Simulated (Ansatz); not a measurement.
# CH7BN2: the cost of one run

The runs use Ansatz 0.2.0, Gaussian basis; the settings change from run to run.

## Step 1: The geometry

An earlier PBE0-D4 in a triple-zeta def2 set relaxation fixed the geometry.

SMILES `NBCN`, 11 atoms, charge 0, spin multiplicity 1.

Atoms are counted from 1 here; the program's logs count them from 0.

Bond lengths: N1–B2 1.391 Å, N1–H5 1.007 Å, N1–H6 1.005 Å, B2–C3 1.576 Å, B2–H7 1.200 Å, C3–N4 1.459 Å, C3–H8 1.100 Å, C3–H9 1.105 Å, N4–H10 1.011 Å, N4–H11 1.012 Å. Angles: B2–N1–H5 123.5°, B2–N1–H6 123.0°, H5–N1–H6 113.5°, N1–B2–C3 120.9°, N1–B2–H7 117.9°, C3–B2–H7 121.3°, B2–C3–N4 113.3°, B2–C3–H8 105.8°, B2–C3–H9 110.1°, N4–C3–H8 107.9°, N4–C3–H9 114.0°, H8–C3–H9 105.1°, C3–N4–H10 110.9°, C3–N4–H11 111.4°, H10–N4–H11 107.1°.

## Step 2: CCSD(T)/def2-SVP

This run has density fitting with cc-pVTZ-jkfit.

The input, in.yaml:

```yaml
crystal:
  periodic: [false, false, false]
  atoms:
    - {symbol: N, position_ang: [-0.632101, 1.802877, -0.249825]}
    - {symbol: B, position_ang: [0.297980, 0.770461, -0.183062]}
    - {symbol: C, position_ang: [-0.166875, -0.734614, -0.122627]}
    - {symbol: N, position_ang: [0.874806, -1.642485, 0.345134]}
    - {symbol: H, position_ang: [-1.627920, 1.654925, -0.240274]}
    - {symbol: H, position_ang: [-0.370652, 2.769540, -0.332645]}
    - {symbol: H, position_ang: [1.461969, 1.063007, -0.188307]}
    - {symbol: H, position_ang: [-0.417732, -1.011745, -1.157597]}
    - {symbol: H, position_ang: [-1.117224, -0.815485, 0.434995]}
    - {symbol: H, position_ang: [1.247997, -1.335328, 1.233568]}
    - {symbol: H, position_ang: [0.515151, -2.578252, 0.481239]}
basis:
  gaussian: {orbitals: def2-SVP, fitting: {mean_field: cc-pVTZ-jkfit}}
hamiltonian: {xc: {name: HF}}
correlation: {method: ccsd_t}
```

Command:

```bash
$ ansatz run in.yaml --threads 2 --pin off --events-out ev --progress --plain --max-ram 4352MiB
```

Q: Estimate wall time and peak memory on 2 threads of Intel Xeon Platinum 8259CL at 2.50GHz, shared host.

About 3.5 s, with a peak of 0.3 GiB.
